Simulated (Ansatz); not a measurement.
Predict the output of the script below (Ansatz 0.2.0, Python API).

`run_md.py`
```python
"""A short Born-Oppenheimer trajectory of BBrH4Si."""

import warnings

import ansatz as az
import numpy as np

warnings.simplefilter("ignore", az.DeckWarning)

geometry_ang = [
    ("Si", (-0.626, 0.4291, -0.2268)),
    ("B", (0.8178, -0.5162, 0.5007)),
    ("Br", (1.7652, -1.8394, -0.6438)),
    ("H", (-1.6442, -0.4587, -0.6692)),
    ("H", (-0.2153, 1.2499, -1.4137)),
    ("H", (-1.218, 1.3952, 0.7834)),
    ("H", (1.1817, -0.328, 1.6236)),
]
mol = az.Crystal.molecule()
for symbol, xyz in geometry_ang:
    mol = mol.atom(symbol, xyz)

job = (
    mol.calculation()
    .basis(gaussian="def2-SVP")
    .functional("b3lyp", dispersion="d3bj")
    .md("nve", timestep=0.5, steps=20, temperature=800, initial_velocities="maxwell_boltzmann", seed=23)
)
frames = []
outcome = job.session().plan().execute(on_event=lambda e: frames.append(e["data"]) if e["event"] == "md_step" else None)
print("t (fs)   E_pot (eV)      E_kin (eV)   T (K)   d(0-1) (A)")
for f in frames[::3]:
    xyz = np.array(f["positions_ang"])
    print(f"{f['time_fs']:6.2f} {f['lagrangian_ev']:14.5f} {f['e_kin_ev']:10.5f} {f['temperature_k']:8.1f} {np.linalg.norm(xyz[0] - xyz[1]):9.4f}")
kept = np.array([f["conserved_ev"] for f in frames])
print(f"conserved energy moves by at most {1000 * np.ptp(kept):.3f} meV")
```

```console
$ python run_md.py
t (fs)   E_pot (eV)      E_kin (eV)   T (K)   d(0-1) (A)
  0.00   -78655.39271    0.51704    800.0    1.8728
  1.50   -78655.29018    0.41463    641.5    1.8741
  3.00   -78655.13458    0.26129    404.3    1.8824
  4.50   -78655.18693    0.31286    484.1    1.8970
  6.00   -78655.35633    0.48009    742.8    1.9172
  7.50   -78655.36847    0.49301    762.8    1.9429
  9.00   -78655.27073    0.39652    613.5    1.9733
conserved energy moves by at most 3.279 meV
```

What to keep in mind:
- Total energies depend on the basis set; only differences at equal settings carry meaning.
- The trajectory is only some femtoseconds long, so its temperature is not equilibrated; where the script doesn't relax first, it starts from a rough generated geometry.
- b3lyp holds the VWN-RPA fit, as in Gaussian; the form of ORCA and Turbomole is b3lyp5.
- The temperature counts the internal degrees of freedom alone.
- It ran for 52 s on 1 thread of Arm Neoverse V2, on a shared host, peak memory 0.24 GiB.
